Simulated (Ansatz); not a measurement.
**One shape, several levels: triplet C2H6Se**

Wanted: a comparison of 4 runs (U-revPBE/cc-pVDZ, UPBE-QIDH/cc-pVDZ, RPA@PBE/cc-pVDZ, RPA@PBE0/cc-pVDZ) of triplet C2H6Se. 

Program for the calculation: Ansatz 0.2.0.

54 further runs of the same task are left out: 54 set aside as unsound or not needed.

**1. The system as given**

The species is C2H6Se (9 atoms), meant as a triplet with charge 0. SMILES of the parent species: `C[Se]C`. The shape is that of a PBE0-D4/def2-TZVP optimisation. That shape belongs to the parent species and isn't relaxed for this state.

Bond lengths: C1–Se2 1.940 Å, Se2–C3 1.940 Å, C1–H4 1.090 Å, C1–H5 1.089 Å, C1–H6 1.090 Å, C3–H7 1.090 Å, C3–H8 1.090 Å, C3–H9 1.089 Å. Some angles: C1–Se2–C3 96.9°, Se2–C1–H4 110.4°, Se2–C1–H5 107.0°, Se2–C1–H6 110.4°, Se2–C3–H7 110.4°, Se2–C3–H8 110.4°, Se2–C3–H9 107.0°, H4–C1–H5 109.3°, H4–C1–H6 110.4°, H5–C1–H6 109.3°.

**2. The energy at U-revPBE/cc-pVDZ (run 1)**

File run.yaml:

```yaml
crystal:
  periodic: [false, false, false]
  atoms:
    - {symbol: C, position_ang: [-0.594400, 0.668400, -1.138000]}
    - {symbol: Se, position_ang: [1.137100, 0.569700, -0.268200]}
    - {symbol: C, position_ang: [0.625700, -0.672800, 1.131400]}
    - {symbol: H, position_ang: [-0.892600, -0.313800, -1.503200]}
    - {symbol: H, position_ang: [-0.489400, 1.349300, -1.982000]}
    - {symbol: H, position_ang: [-1.343000, 1.060700, -0.450400]}
    - {symbol: H, position_ang: [-0.158200, -0.242200, 1.753800]}
    - {symbol: H, position_ang: [0.291600, -1.615500, 0.699100]}
    - {symbol: H, position_ang: [1.511500, -0.850200, 1.740300]}
basis:
  gaussian:
    orbitals: cc-pVDZ
magnetization:
  spin_polarized: true
  initial_magnetization: 2
accuracy: high
hamiltonian:
  xc: {name: revPBE}
output: {orbitals: {seedname: orbitals}}
```

Started as:

```console
$ ansatz run run.yaml --threads 1 --pin off --max-ram 3480MiB --events-out events.jsonl --progress --plain --runs-dir runs
```

Log:

```text
Warning: RAYON_NUM_THREADS=1 ignored (pool sized by the plan → 1); use --threads N
Functional definition: revPBE
  name "revPBE"
  parameter kappa = 1.245
  parameter beta = 0.06672455060314922
  exchange = pbe_x(kappa = kappa, mu = beta*pi^2/3)
  correlation = pbe_c(beta = beta)
1988 factors; integrals over basis functions are off by at most 4.8e-9 eV
mean field evaluation 1: about -67498.6981 eV, gradient 4.8e1 eV
mean field evaluation 2: about -67477.8092 eV, gradient 7.2e1 eV
mean field evaluation 4: about -67510.1046 eV, gradient 3.9e0 eV
mean field evaluation 8: about -67510.2012 eV, gradient 2.9e-1 eV
mean field evaluation 16: about -67510.2017 eV, gradient 8.2e-6 eV
mean field evaluation 32: about -67509.5900 eV, gradient 6.2e0 eV
mean field -67510.20170077 eV, -2480.9541524450 hartree, gradient 3.2e-8 eV, S^2 2.001729; 2 other end points of the search recorded, 0 dependent functions left out
reference -67510.20170487 eV, -2480.9541525959 hartree; 27, 25 occupied and 58, 60 virtual orbitals, 1988 factors
Total energy: -67510.20170487 eV, -2480.9541525959 hartree
```

Run time: 7.5 s. Hardware: 1 thread of Intel Xeon 6975P-C (Granite Rapids), shared host; peak memory 0.28 GiB.

**3. The energy at UPBE-QIDH/cc-pVDZ (run 2)**

File input.yaml:

```yaml
basis:
  gaussian:
    orbitals: cc-pVDZ
crystal:
  periodic: [false, false, false]
  atoms:
    - {symbol: C, position_ang: [-0.594400, 0.668400, -1.138000]}
    - {symbol: Se, position_ang: [1.137100, 0.569700, -0.268200]}
    - {symbol: C, position_ang: [0.625700, -0.672800, 1.131400]}
    - {symbol: H, position_ang: [-0.892600, -0.313800, -1.503200]}
    - {symbol: H, position_ang: [-0.489400, 1.349300, -1.982000]}
    - {symbol: H, position_ang: [-1.343000, 1.060700, -0.450400]}
    - {symbol: H, position_ang: [-0.158200, -0.242200, 1.753800]}
    - {symbol: H, position_ang: [0.291600, -1.615500, 0.699100]}
    - {symbol: H, position_ang: [1.511500, -0.850200, 1.740300]}
hamiltonian:
  xc: {name: PBE-QIDH}
output: {orbitals: {seedname: orbitals}}
magnetization:
  spin_polarized: true
  initial_magnetization: 2
correlation:
  frozen_orbitals: {C: 1, H: 0, Se: 9}
accuracy: high
```

Started as:

```console
$ ansatz run input.yaml --threads 1 --pin off --max-ram 3480MiB --events-out events.jsonl --progress --plain --runs-dir runs
```

Log, shortened:

```text
Warning: RAYON_NUM_THREADS=1 ignored (pool sized by the plan → 1); use --threads N
Functional definition: PBE-QIDH
  name "PBE-QIDH"
[...]
1988 factors; integrals over basis functions are off by at most 4.8e-9 eV
[...]
mean field -67490.32057730 eV, -2480.2235346333 hartree, gradient 7.0e-8 eV, S^2 2.010973; 2 other end points of the search recorded, 0 dependent functions left out
11 core orbitals not correlated: weight in the atoms' cores, before any rotation towards them, 1.000 or more for the frozen orbitals, at most 0.000 for the correlated occupied ones
reference -67490.32057823 eV, -2480.2235346675 hartree; 16, 14 occupied and 58, 60 virtual orbitals, 1988 factors
second order -13.06758884 eV of doubles, -0.00000000 eV of singles
Total energy: -67494.67644117 eV, -2480.3836096783 hartree
```

Run time: 13 s. Hardware: 1 thread of Intel Xeon 6975P-C (Granite Rapids), shared host; peak memory 0.44 GiB.

Run 3 isn't shown in full; the table further down has it.

**4. The energy at RPA@PBE0/cc-pVDZ (run 4)**

File molecule.yaml:

```yaml
crystal:
  periodic: [false, false, false]
  atoms:
    - symbol: C
      position_ang: [-0.594400, 0.668400, -1.138000]
    - symbol: Se
      position_ang: [1.137100, 0.569700, -0.268200]
    - symbol: C
      position_ang: [0.625700, -0.672800, 1.131400]
    - symbol: H
      position_ang: [-0.892600, -0.313800, -1.503200]
    - symbol: H
      position_ang: [-0.489400, 1.349300, -1.982000]
    - symbol: H
      position_ang: [-1.343000, 1.060700, -0.450400]
    - symbol: H
      position_ang: [-0.158200, -0.242200, 1.753800]
    - symbol: H
      position_ang: [0.291600, -1.615500, 0.699100]
    - symbol: H
      position_ang: [1.511500, -0.850200, 1.740300]
basis:
  gaussian:
    orbitals: cc-pVDZ
magnetization:
  spin_polarized: true
  initial_magnetization: 2
hamiltonian:
  xc: {name: PBE0}
correlation:
  method: rpa
  frozen_orbitals: {C: 1, H: 0, Se: 9}
accuracy: high
```

Started as:

```console
$ ansatz run molecule.yaml --threads 1 --pin off --max-ram 3480MiB --events-out events.jsonl --progress --plain --runs-dir runs
```

Log, shortened:

```text
Warning: RAYON_NUM_THREADS=1 ignored (pool sized by the plan → 1); use --threads N
Functional definition: PBE0
  name "PBE0"
[...]
1988 factors; integrals over basis functions are off by at most 4.8e-9 eV
[...]
mean field -67505.71349725 eV, -2480.7892140080 hartree, gradient 1.9e-8 eV, S^2 2.003473; 3 other end points of the search recorded, 0 dependent functions left out
11 core orbitals not correlated: weight in the atoms' cores, before any rotation towards them, 1.000 or more for the frozen orbitals, at most 0.000 for the correlated occupied ones
reference -67452.97069827 eV, -2478.8509518957 hartree; 16, 14 occupied and 58, 60 virtual orbitals, 1988 factors
Total energy: -67470.78036451 eV, -2479.5054450583 hartree
```

It took 13 s on 1 thread of Intel Xeon 6975P-C (Granite Rapids), shared host; peak memory 0.44 GiB.

**5. The series**

```tsv
run	level	frozen core orbitals	energy (Eh)	⟨S²⟩	wall time
1	U-revPBE/cc-pVDZ	–	-2480.954153	2.002	7.5 s
2	UPBE-QIDH/cc-pVDZ	11	-2480.383610	2.011	13 s
3	RPA@PBE/cc-pVDZ	11	-2479.563303	2.001	14 s
4	RPA@PBE0/cc-pVDZ	11	-2479.505445	2.003	13 s
```

**6. Summary of results**

| quantity | value |
| --- | --- |
| run 4: total energy | -2479.50545 Eh |
| run 4: RPA correlation energy (valence) | -654.5 mEh |
| run 4: ⟨S²⟩ of the reference determinant | 2.003 |

Totals of different functionals can't be ranked against each other. All runs together took 47 s, the longest 14 s.
